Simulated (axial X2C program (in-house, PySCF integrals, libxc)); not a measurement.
**SeCN⁻: bond lengths and stretches, held linear**

How do method and spin–orbit coupling move the bonds and stretches of SeCN⁻, held linear?

Program: an in-house X2C program for linear molecules on PySCF integrals. Level of theory: all-electron X2C, two-component (2c) or spin-free, Se dyall-v3z, C dyall-v3z, N dyall-av3z. These are calculated values, not measurements.

All values are calculated.

1 further run of the same task is left out (set aside as unsound or not needed).

**1. Input**

task.json reads:

```json
{
 "zs": [
  34,
  6,
  7
 ],
 "q": -1,
 "bas": [
  "dyall-v3z",
  "dyall-v3z",
  "dyall-av3z"
 ],
 "r0": [
  1.86,
  1.16
 ],
 "symm": 0,
 "scan": [
  "PBE0",
  "HF",
  "TPSSh"
 ],
 "levels": [
  "PBE0",
  "HF",
  "PBE"
 ],
 "nst": 2
}
```

Keys: zs atomic numbers; q charge; bas basis sets; r0 starting distance in Å; symm equal bonds; scan levels of the two-bond scan (MP2 follows by itself at each HF point); levels methods; nst determinants followed.

Run with:

```
> python solin.py task.json out
```

Masses Se 79.917, C 12.000, N 14.003 u.

**2. Scan at PBE0, 2c**

State: Ω = 0 (all partner blocks equally filled). Energies above the lowest point, from the job's result record:

```tsv
r(Se–C) (Å)	r(C–N) (Å)	E (meV)
1.7609	1.1398	80.03
1.7609	1.1690	30.64
1.7609	1.1982	73.38
1.8060	1.1398	44.20
1.8060	1.1690	0.00
1.8060	1.1982	47.91
1.8060	1.2275	172.12
1.8511	1.1398	58.40
1.8511	1.1690	18.85
1.8511	1.1982	71.41
1.8963	1.1690	76.69
1.8963	1.2275	266.40
```

A quadratic surface with cubic terms in each bond gives the minimum at 1.810 and 1.167 Å, force constants 3.81, 17.4 and coupling 0.56 mdyn/Å.

**3. Scan at HF, 2c**

State: Ω = 0 (all partner blocks equally filled). Energies above the lowest point, from the job's result record:

```tsv
r(Se–C) (Å)	r(C–N) (Å)	E (meV)
1.7609	1.1398	78.54
1.7609	1.1690	125.18
1.7609	1.1982	266.61
1.8060	1.1398	12.67
1.8060	1.1690	64.22
1.8060	1.1982	210.72
1.8060	1.2275	436.22
1.8511	1.1398	0.00
1.8511	1.1690	55.64
1.8511	1.1982	206.40
1.8963	1.1690	88.49
1.8963	1.2275	476.34
```

A quadratic surface with cubic terms in each bond gives the minimum at 1.841 and 1.139 Å, force constants 3.42, 20.9 and coupling 0.52 mdyn/Å.

**4. Scan at TPSSh, 2c**

State: Ω = 0 (all partner blocks equally filled). Energies above the lowest point, from the job's result record:

```tsv
r(Se–C) (Å)	r(C–N) (Å)	E (meV)
1.7609	1.1398	105.06
1.7609	1.1690	36.45
1.7609	1.1982	58.88
1.8060	1.1398	63.56
1.8060	1.1690	0.00
1.8060	1.1982	27.42
1.8060	1.2275	130.05
1.8511	1.1398	71.28
1.8511	1.1690	12.26
1.8511	1.1982	44.18
1.8963	1.1690	62.79
1.8963	1.2275	209.91
```

A quadratic surface with cubic terms in each bond gives the minimum at 1.815 and 1.174 Å, force constants 3.65, 16.6 and coupling 0.55 mdyn/Å.

**5. The levels side by side**

| level | r(Se–C) (Å) | r(C–N) (Å) | lower stretch (cm⁻¹) | upper stretch (cm⁻¹) |
| --- | --- | --- | --- | --- |
| PBE0, 2c | 1.810 | 1.167 | 564.0 | 2172.5 |
| HF, 2c | 1.841 | 1.139 | 537.0 | 2370.3 |
| TPSSh, 2c | 1.815 | 1.174 | 552.4 | 2118.2 |
| MP2, 2c | 1.812 | 1.189 | 567.2 | 1997.4 |
| PBE0, spin-free | 1.809 | 1.167 | 565.4 | 2172.9 |
| HF, spin-free | 1.840 | 1.139 | 538.9 | 2370.8 |
| TPSSh, spin-free | 1.814 | 1.174 | 553.7 | 2118.6 |
| MP2, spin-free | 1.811 | 1.189 | 568.4 | 1997.8 |

Scans not shown above were run alike.

In words: Over the levels the Se–C bond spans 1.809 to 1.841 Å and the C–N bond 1.139 to 1.189 Å. At PBE0 spin–orbit coupling leaves both bonds unchanged to 0.001 Å. Each state is one determinant, the lowest of a limited PBE0 search; the stretches come from a fit to few points and are good to some per cent at best. MP2 freezes inner shells (threshold -2 hartree). For an anion the highest level of a functional can be positive, and the basis then holds the extra electron. The molecule was held linear; bending was not examined, so a bent shape may lie lower.
